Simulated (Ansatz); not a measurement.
# wB97M-V/6-31G(d) (spherical functions) run of C2H7AlO (SMILES C[CH2][AlH][OH])

Aim: the electronic atomisation energy of C2H7AlO at wB97M-V/6-31G* (spherical functions), from 5 runs. 

The results are computed with Ansatz 0.2.0.

61 further runs of the same task are left out: 61 set aside as unsound or not needed.

## 1. The molecule

C2H7AlO: 11 atoms, total charge 0, spin state singlet. SMILES: `C[CH2][AlH][OH]`. The shape is that of a PBE0-D4/def2-TZVP optimisation. This is one conformer, not always the lowest.

Bond lengths: C1–C2 1.529 Å, C2–Al3 1.957 Å, Al3–O4 1.701 Å, C1–H5 1.094 Å, C1–H6 1.094 Å, C1–H7 1.094 Å, C2–H8 1.098 Å, C2–H9 1.098 Å, Al3–H10 1.582 Å, O4–H11 0.956 Å. Some angles: C1–C2–Al3 116.3°, C2–Al3–O4 121.1°, C1–C2–H8 110.2°, C1–C2–H9 110.2°, Al3–C2–H8 107.6°, Al3–C2–H9 107.6°, C2–C1–H5 111.7°, C2–C1–H6 112.3°, C2–C1–H7 111.7°, C2–Al3–H10 123.9°.

## 2. A single-point energy at wB97M-V/6-31G(d) (spherical functions)

molecule.yaml

```yaml
crystal:
  periodic: [false, false, false]
  atoms:
    - {symbol: C, position_ang: [-1.111600, 0.829400, 0.106400]}
    - {symbol: C, position_ang: [0.175900, 0.388000, 0.802000]}
    - {symbol: Al, position_ang: [1.254500, -0.947900, -0.137800]}
    - {symbol: O, position_ang: [0.762600, -1.576800, -1.639300]}
    - {symbol: H, position_ang: [-1.791000, -0.011900, -0.058700]}
    - {symbol: H, position_ang: [-1.662600, 1.575000, 0.687600]}
    - {symbol: H, position_ang: [-0.910600, 1.273300, -0.872900]}
    - {symbol: H, position_ang: [-0.049300, -0.010000, 1.800700]}
    - {symbol: H, position_ang: [0.818800, 1.256800, 0.997900]}
    - {symbol: H, position_ang: [2.622300, -1.522700, 0.412400]}
    - {symbol: H, position_ang: [-0.043800, -1.310100, -2.077800]}
basis:
  gaussian: {orbitals: 6-31G_st_-spherical.json}
hamiltonian: {xc: {name: wB97M-V}}
output: {orbitals: {seedname: orbitals}}
accuracy: high
```

The basis set 6-31G* is read from a file made from the Basis Set Exchange's data (not shown).

Command:

```
$ ansatz run molecule.yaml --threads 1 --pin off --max-ram 3480MiB --events-out events.jsonl --progress --plain --runs-dir runs
```

Output:

```text
Warning: RAYON_NUM_THREADS=1 ignored (pool sized by the plan → 1); use --threads N
Functional definition: wB97M-V
  name "wB97M-V"
  parameter omega = 0.3/bohr
  parameter cx = 0.15
  parameter cx01 = 1.007
  parameter cx10 = 0.259
  parameter css00 = 0.443
  parameter css04 = -1.437
  parameter css10 = -4.535
  parameter css20 = -3.390
  parameter css43 = 4.278
  parameter cos00 = 1.000
  parameter cos10 = 1.358
  parameter cos20 = 2.924
  parameter cos21 = -8.812
  parameter cos60 = -1.390
  parameter cos61 = 9.142
  parameter b = 6.0
  parameter c = 0.01
  gx(w, u) = 1 - cx + cx01*u + cx10*w
  gss(w, u) = css00 + css04*u^4 + css10*w + css20*w^2 + css43*w^4*u^3
  gos(w, u) = cos00 + cos10*w + (cos20 + cos21*u)*w^2 + (cos60 + cos61*u)*w^6
  exchange = spin_sum(e_x_unif_sr(omega)*gx(b97_w, b97_u_x)) + cx*exact_x_sr(omega) + exact_x_lr(omega)
  correlation = spin_sum(e_c_pw_mod_same_spin*gss(b97_w, b97_u_same))
      + integral(e_c_pw_mod_opposite_spin*gos(b97_w_opposite, b97_u_opposite)) + vv10(b, c)
1781 factors; integrals over basis functions are off by at most 3.5e-9 eV
383 factors; integrals over basis functions are off by at most 2.4e-9 eV
mean field evaluation 1: about -10824.0127 eV, gradient 5.5e1 eV
mean field evaluation 2: about -10823.7610 eV, gradient 5.9e1 eV
mean field evaluation 4: about -10830.0565 eV, gradient 1.9e0 eV
mean field evaluation 8: about -10830.1998 eV, gradient 8.0e-2 eV
mean field evaluation 16: about -10830.1999 eV, gradient 1.2e-5 eV
mean field -10830.19987575 eV, -398.0025044606 hartree, gradient 1.7e-8 eV, S^2 0.000000; 0 other end points of the search recorded, 0 dependent functions left out
reference -10830.19988121 eV, -398.0025046615 hartree; 20, 20 occupied and 54, 54 virtual orbitals, 1781 factors
Total energy: -10830.19988121 eV, -398.0025046615 hartree
```

It took 79 s on 1 thread of Arm Neoverse V2, shared host; peak memory 0.55 GiB.

## 3. The Al atom at the same level

run.yaml

```yaml
crystal:
  periodic: [false, false, false]
  atoms:
    - {symbol: Al, position_ang: [0.000000, 0.000000, 0.000000]}
basis:
  gaussian:
    orbitals: 6-31G_st_-spherical.json
magnetization:
  spin_polarized: true
  initial_magnetization: 1
hamiltonian:
  xc: {name: wB97M-V}
accuracy: high
```

The basis set 6-31G* is read from a file made from the Basis Set Exchange's data (not shown).

Run the same way, it converges to -242.33000 Eh (log not shown).

## 4. The C atom at the same level

run.yaml

```yaml
crystal:
  periodic: [false, false, false]
  atoms:
    - {symbol: C, position_ang: [0.000000, 0.000000, 0.000000]}
basis:
  gaussian: {orbitals: 6-31G_st_-spherical.json}
magnetization: {spin_polarized: true, initial_magnetization: 2}
hamiltonian: {xc: {name: wB97M-V}}
accuracy: high
```

The basis set 6-31G* is read from a file made from the Basis Set Exchange's data (not shown).

Command:

```
$ ansatz run run.yaml --threads 1 --pin off --max-ram 3480MiB --events-out events.jsonl --progress --plain --runs-dir runs
```

Output (excerpt; [...] marks lines left out):

```text
Warning: RAYON_NUM_THREADS=1 ignored (pool sized by the plan → 1); use --threads N
Functional definition: wB97M-V
  name "wB97M-V"
[...]
  gx(w, u) = 1 - cx + cx01*u + cx10*w
  gss(w, u) = css00 + css04*u^4 + css10*w + css20*w^2 + css43*w^4*u^3
  gos(w, u) = cos00 + cos10*w + (cos20 + cos21*u)*w^2 + (cos60 + cos61*u)*w^6
[...]
      + integral(e_c_pw_mod_opposite_spin*gos(b97_w_opposite, b97_u_opposite)) + vv10(b, c)
96 factors; integrals over basis functions are off by at most 1.1e-9 eV
55 factors; integrals over basis functions are off by at most 1.7e-9 eV
[...]
mean field -1029.42127305 eV, -37.8305340177 hartree, gradient 5.1e-8 eV, S^2 2.001150; 0 other end points of the search recorded, 0 dependent functions left out
reference -1029.42127462 eV, -37.8305340753 hartree; 4, 2 occupied and 10, 12 virtual orbitals, 96 factors
Total energy: -1029.42127462 eV, -37.8305340753 hartree
```

Run time: 1.6 s. Hardware: 1 thread of Arm Neoverse V2, shared host; peak memory 0.15 GiB.

## 5. The H atom

molecule.yaml

```yaml
crystal:
  periodic: [false, false, false]
  atoms:
    - {symbol: H, position_ang: [0.000000, 0.000000, 0.000000]}
basis:
  gaussian: {orbitals: "6-31G*"}
magnetization: {spin_polarized: true, initial_magnetization: 1}
hamiltonian: {xc: {name: wB97M-V}}
accuracy: high
```

Command:

```
$ ansatz run molecule.yaml --threads 1 --pin off --max-ram 3480MiB --events-out events.jsonl --progress --plain --runs-dir runs
```

Output (excerpt; [...] marks lines left out):

```text
Warning: RAYON_NUM_THREADS=1 ignored (pool sized by the plan → 1); use --threads N
Functional definition: wB97M-V
  name "wB97M-V"
[...]
  gx(w, u) = 1 - cx + cx01*u + cx10*w
  gss(w, u) = css00 + css04*u^4 + css10*w + css20*w^2 + css43*w^4*u^3
  gos(w, u) = cos00 + cos10*w + (cos20 + cos21*u)*w^2 + (cos60 + cos61*u)*w^6
[...]
      + integral(e_c_pw_mod_opposite_spin*gos(b97_w_opposite, b97_u_opposite)) + vv10(b, c)
3 factors; integrals over basis functions are off by at most 5.4e-10 eV
3 factors; integrals over basis functions are off by at most 5.2e-10 eV
[...]
mean field -13.36299245 eV, -0.4910809148 hartree, gradient 3.2e-8 eV, S^2 0.750000; 0 other end points of the search recorded, 0 dependent functions left out
reference -13.36299388 eV, -0.4910809675 hartree; 1, 0 occupied and 1, 2 virtual orbitals, 3 factors
Total energy: -13.36299388 eV, -0.4910809675 hartree
```

Wall time 0.42 s (1 thread of Arm Neoverse V2, shared host); peak memory 0.1 GiB.

## 6. The O atom, same level

run.yaml

```yaml
basis:
  gaussian:
    orbitals: 6-31G_st_-spherical.json
crystal:
  periodic: [false, false, false]
  atoms:
    - symbol: O
      position_ang: [0.000000, 0.000000, 0.000000]
magnetization:
  spin_polarized: true
  initial_magnetization: 2
hamiltonian:
  xc: {name: wB97M-V}
accuracy: high
```

The basis set 6-31G* is read from a file made from the Basis Set Exchange's data (not shown).

Run the same way, it converges to -75.04079 Eh (log not shown).

## 7. Results

At wB97M-V/6-31G* (spherical functions):

| quantity | value |
| --- | --- |
| molecule: total energy | -398.00250 Eh |
| molecule: HOMO energy | -9.54 eV |
| molecule: LUMO energy | 1.30 eV |
| molecule: HOMO–LUMO gap | 10.84 eV |
| Al atom: total energy | -242.33000 Eh |
| Al atom: ⟨S²⟩ | 0.750 |
| C atom: total energy | -37.83053 Eh |
| C atom: ⟨S²⟩ | 2.001 |
| H atom: total energy | -0.49108 Eh |
| H atom: ⟨S²⟩ | 0.750 |
| O atom: total energy | -75.04079 Eh |
| O atom: ⟨S²⟩ | 2.003 |
| electronic atomisation energy | 41.717 eV |

In words: Taking the molecule apart into free atoms costs 41.72 eV (962 kcal/mol), before zero-point energy and without spin-orbit coupling.
